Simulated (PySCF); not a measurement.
# C₂H₃Br+ (doublet): open-shell or spin-flip excitations

What do calculations give for the open-shell or spin-flip excitations of C₂H₃Br+ (doublet) (`[CH2][CH+]Br`)?

Computed with PySCF 2.14.0 and routines of our own; the level stands in each step. Atoms count from 0.

### Step 1. The system as given

6 atoms, charge 1, multiplicity 2; geometry from: GFN2-xTB.

### Step 2. Open-shell or spin-flip excitations: unrestricted TDA B3LYP/def2-SVPD

The job: settings as JSON, then the geometry in Å.

```
{"job": {"kind": "uabs", "xc": "B3LYP", "basis": "def2-SVPD", "nstates": 10, "tda": true}, "charge": 1, "multiplicity": 2}
C     -0.757953    -0.089535    -0.014344
C      0.550873     0.251621     0.031224
Br     1.928196    -0.996964    -0.151946
H     -1.520500     0.661693     0.165857
H     -1.096172    -1.096755    -0.231154
H      0.898678     1.271930     0.178789
```

Level: unrestricted TDA B3LYP/def2-SVPD, vertical, gas phase, core orbitals frozen in the response.

Launch:

```sh
OMP_NUM_THREADS=1 python excited_run.py task.json out
```

The driver reads the jobs from task.json and runs them one after another.

The log of the run:

```text
coarse grid: 25112 points
cycle   1  E = -2651.4335625739  dE = -5.390e-01  |g| = 2.055e-01  |ddm| = 2.525e+00
cycle   2  E = -2651.4283129758  dE =  5.250e-03  |g| = 2.419e-01  |ddm| = 9.779e-01
cycle   3  E = -2651.4524737211  dE = -2.416e-02  |g| = 7.443e-02  |ddm| = 3.860e-01
cycle   4  E = -2651.4549224593  dE = -2.449e-03  |g| = 2.508e-02  |ddm| = 1.133e-01
cycle   5  E = -2651.4552018688  dE = -2.794e-04  |g| = 1.179e-02  |ddm| = 4.963e-02
cycle   6  E = -2651.4552961799  dE = -9.431e-05  |g| = 2.067e-03  |ddm| = 1.731e-02
cycle   7  E = -2651.4553013891  dE = -5.209e-06  |g| = 6.260e-04  |ddm| = 5.744e-03
final grid: 51608 points
cycle   8  E = -2651.4552804614  dE = -6.975e-07  |g| = 4.096e-04  |ddm| = 2.599e-03
cycle   9  E = -2651.4552805391  dE = -7.764e-08  |g| = 5.755e-04  |ddm| = 1.381e-03
cycle  10  E = -2651.4552807043  dE = -1.653e-07  |g| = 1.555e-04  |ddm| = 7.427e-04
cycle  11  E = -2651.4552807268  dE = -2.251e-08  |g| = 1.344e-04  |ddm| = 4.420e-04
cycle  12  E = -2651.4552807455  dE = -1.868e-08  |g| = 5.842e-05  |ddm| = 3.592e-04
cycle  13  E = -2651.4552807478  dE = -2.324e-09  |g| = 7.426e-06  |ddm| = 1.245e-04
cycle  14  E = -2651.4552807479  dE = -5.093e-11  |g| = 1.646e-06  |ddm| = 1.407e-05
converged SCF energy = -2651.4552807479

Static polarisability (au): isotropic 44.014, principal 27.072 34.651 70.318

<S^2> of the reference = 0.7565 (exact 0.7500)

Excitations
state   eV       nm        f      <S^2>   main configurations
  1   1.0511   1179.6   0.00001   0.772   Hb->Lb 1.00
  2   3.1106    398.6   0.06556   0.767   H-1b->Lb 0.74, H-2b->Lb 0.18
  3   3.3116    374.4   0.02055   0.767   H-2b->Lb 0.81, H-1b->Lb 0.15
  4   5.1911    238.8   0.00224   0.784   H-3b->Lb 0.98
  5   5.6277    220.3   0.14989   1.121   Ha->La 0.69, H-1b->L+1b 0.18
  6   5.7040    217.4   0.00047   1.898   H-1a->La 0.98
  7   6.0710    204.2   0.00394   0.891   H-4b->Lb 0.91
  8   6.1920    200.2   0.00006   2.671   Hb->L+2b 0.47, H-1a->L+1a 0.45
  9   6.5410    189.5   0.00102   1.008   Ha->L+1a 0.75, Hb->L+1b 0.20
 10   6.5744    188.6   0.00024   1.483   Hb->L+1b 0.71, Ha->L+1a 0.20
```

Wall time 13 s (1 thread of Intel Xeon Platinum 8488C, shared host); peak memory 0.41 GiB.

Key values:

```
quantity  value
    ⟨S²⟩  0.756
```

Löwdin spin populations:

```
atom  value (e)
  C0       0.35
  C1       0.19
 Br2       0.43
  H3       0.01
  H4       0.01
  H5       0.00
```

With diffuse functions Löwdin's scheme smears the spin, so small populations can have the wrong sign.

### Step 3. Open-shell or spin-flip excitations: unrestricted TDA B3LYP/def2-SVPD in water

The job: settings as JSON, then the geometry in Å.

```
{"job": {"kind": "uabs", "xc": "B3LYP", "basis": "def2-SVPD", "nstates": 10, "tda": true, "solvent": "water", "pol": false}, "charge": 1, "multiplicity": 2}
C     -0.757953    -0.089535    -0.014344
C      0.550873     0.251621     0.031224
Br     1.928196    -0.996964    -0.151946
H     -1.520500     0.661693     0.165857
H     -1.096172    -1.096755    -0.231154
H      0.898678     1.271930     0.178789
```

Method: unrestricted TDA B3LYP/def2-SVPD, vertical, IEF-PCM water (non-equilibrium linear response), core orbitals frozen in the response.

The log of the run:

```text
coarse grid: 25112 points
cycle   1  E = -2651.5340421801  dE = -6.392e-01  |g| = 1.974e-01  |ddm| = 2.524e+00
cycle   2  E = -2651.5342021110  dE = -1.599e-04  |g| = 2.112e-01  |ddm| = 9.025e-01
cycle   3  E = -2651.5517626228  dE = -1.756e-02  |g| = 4.910e-02  |ddm| = 3.347e-01
cycle   4  E = -2651.5528074233  dE = -1.045e-03  |g| = 1.830e-02  |ddm| = 7.816e-02
cycle   5  E = -2651.5529532375  dE = -1.458e-04  |g| = 7.155e-03  |ddm| = 3.356e-02
cycle   6  E = -2651.5529849016  dE = -3.166e-05  |g| = 1.827e-03  |ddm| = 1.082e-02
cycle   7  E = -2651.5529882437  dE = -3.342e-06  |g| = 7.042e-04  |ddm| = 4.653e-03
final grid: 51608 points
cycle   8  E = -2651.5529667149  dE = -1.197e-07  |g| = 1.004e-03  |ddm| = 3.055e-03
cycle   9  E = -2651.5529653105  dE =  1.404e-06  |g| = 1.969e-03  |ddm| = 3.785e-03
cycle  10  E = -2651.5529673940  dE = -2.084e-06  |g| = 9.951e-05  |ddm| = 2.410e-03
cycle  11  E = -2651.5529674156  dE = -2.154e-08  |g| = 6.688e-05  |ddm| = 4.046e-04
cycle  12  E = -2651.5529674205  dE = -4.914e-09  |g| = 2.188e-05  |ddm| = 2.363e-04
cycle  13  E = -2651.5529674208  dE = -2.697e-10  |g| = 6.271e-06  |ddm| = 3.421e-05
converged SCF energy = -2651.5529674208

<S^2> of the reference = 0.7554 (exact 0.7500)

Excitations
state   eV       nm        f      <S^2>   main configurations
  1   1.1594   1069.4   0.00001   0.771   Hb->Lb 1.00
  2   3.0220    410.3   0.08362   0.771   H-1b->Lb 0.80, H-2b->Lb 0.13
  3   3.2380    382.9   0.01971   0.768   H-2b->Lb 0.86, H-1b->Lb 0.12
  4   5.1334    241.5   0.00251   0.780   H-3b->Lb 0.98
  5   5.5838    222.0   0.18224   0.995   Ha->La 0.75, H-1b->L+1b 0.14
  6   5.7603    215.2   0.00009   1.887   H-1a->La 0.98
  7   5.9816    207.3   0.00616   0.886   H-4b->Lb 0.91
  8   6.1951    200.1   0.00004   2.688   H-1a->L+1a 0.46, Hb->L+2b 0.45
  9   6.4589    192.0   0.00177   0.844   Ha->L+1a 0.96
 10   6.6853    185.5   0.00034   1.641   Hb->L+1b 0.91
```

Wall time 10 s (1 thread of Intel Xeon Platinum 8488C, shared host); peak memory 0.43 GiB.

From this job:

```
quantity  value
    ⟨S²⟩  0.755
```

### Step 4. Open-shell or spin-flip excitations: unrestricted TDA B3LYP/Sadlej pVTZ

The job: settings as JSON, then the geometry in Å.

```
{"job": {"kind": "uabs", "xc": "B3LYP", "basis": "Sadlej pVTZ", "nstates": 6, "tda": true}, "charge": 1, "multiplicity": 2}
C     -0.757953    -0.089535    -0.014344
C      0.550873     0.251621     0.031224
Br     1.928196    -0.996964    -0.151946
H     -1.520500     0.661693     0.165857
H     -1.096172    -1.096755    -0.231154
H      0.898678     1.271930     0.178789
```

Level: unrestricted TDA B3LYP/Sadlej pVTZ, vertical, gas phase, core orbitals frozen in the response.

The log of the run:

```text
coarse grid: 25112 points
cycle   1  E = -2651.7603742516  dE = -3.219e+00  |g| = 6.467e-01  |ddm| = 8.090e+03
cycle   2  E = -2651.7596300939  dE =  7.442e-04  |g| = 5.745e-01  |ddm| = 1.650e+00
cycle   3  E = -2651.7976042233  dE = -3.797e-02  |g| = 7.484e-02  |ddm| = 5.632e-01
cycle   4  E = -2651.7992732553  dE = -1.669e-03  |g| = 4.128e-02  |ddm| = 2.508e-01
cycle   5  E = -2651.8001654597  dE = -8.922e-04  |g| = 3.364e-03  |ddm| = 8.913e-02
cycle   6  E = -2651.8001753212  dE = -9.862e-06  |g| = 1.654e-03  |ddm| = 9.269e-03
final grid: 51608 points
cycle   7  E = -2651.8001767425  dE = -4.996e-07  |g| = 2.479e-03  |ddm| = 1.168e-02
cycle   8  E = -2651.8001657255  dE =  1.102e-05  |g| = 5.347e-03  |ddm| = 9.999e-03
cycle   9  E = -2651.8001801296  dE = -1.440e-05  |g| = 3.388e-04  |ddm| = 7.370e-03
cycle  10  E = -2651.8001802491  dE = -1.195e-07  |g| = 1.673e-04  |ddm| = 9.954e-04
cycle  11  E = -2651.8001803044  dE = -5.530e-08  |g| = 8.496e-05  |ddm| = 1.031e-03
cycle  12  E = -2651.8001803080  dE = -3.609e-09  |g| = 8.052e-06  |ddm| = 2.037e-04
cycle  13  E = -2651.8001803080  dE = -4.002e-11  |g| = 4.511e-06  |ddm| = 3.184e-05
converged SCF energy = -2651.8001803080

Static polarisability (au): isotropic 44.187, principal 26.911 34.935 70.715

<S^2> of the reference = 0.7565 (exact 0.7500)

Excitations
state   eV       nm        f      <S^2>   main configurations
  1   1.0668   1162.2   0.00001   0.773   Hb->Lb 1.00
  2   3.0983    400.2   0.06593   0.768   H-1b->Lb 0.75, H-2b->Lb 0.17
  3   3.3034    375.3   0.01878   0.768   H-2b->Lb 0.83, H-1b->Lb 0.14
  4   5.1553    240.5   0.00211   0.783   H-3b->Lb 0.98
  5   5.6176    220.7   0.14782   1.102   Ha->La 0.69, H-1b->L+1b 0.18
  6   5.6887    217.9   0.00055   1.899   H-1a->La 0.98
```

Wall time 18 s (1 thread of Intel Xeon Platinum 8488C, shared host); peak memory 0.49 GiB.

From this job:

```
quantity  value
    ⟨S²⟩  0.756
```

### Step 5. Outcome

```
                                                                                                 quantity                        value
         lowest and brightest state of nearly pure spin, of 10 (step 2, unrestricted TDA B3LYP/def2-SVPD)  1.05 eV; 3.11 eV, f = 0.066
lowest and brightest state of nearly pure spin, of 10 (step 3, unrestricted TDA B3LYP/def2-SVPD in water)  1.16 eV; 3.02 eV, f = 0.084
        lowest and brightest state of nearly pure spin, of 6 (step 4, unrestricted TDA B3LYP/Sadlej pVTZ)  1.07 eV; 3.10 eV, f = 0.066
```

What this shows: States whose ⟨S²⟩ lies well above the reference's are mixtures of spin states, an artefact of the unrestricted response, and are left out of the summary. The lowest state of nearly pure spin runs from 1.05 to 1.16 eV over the runs.
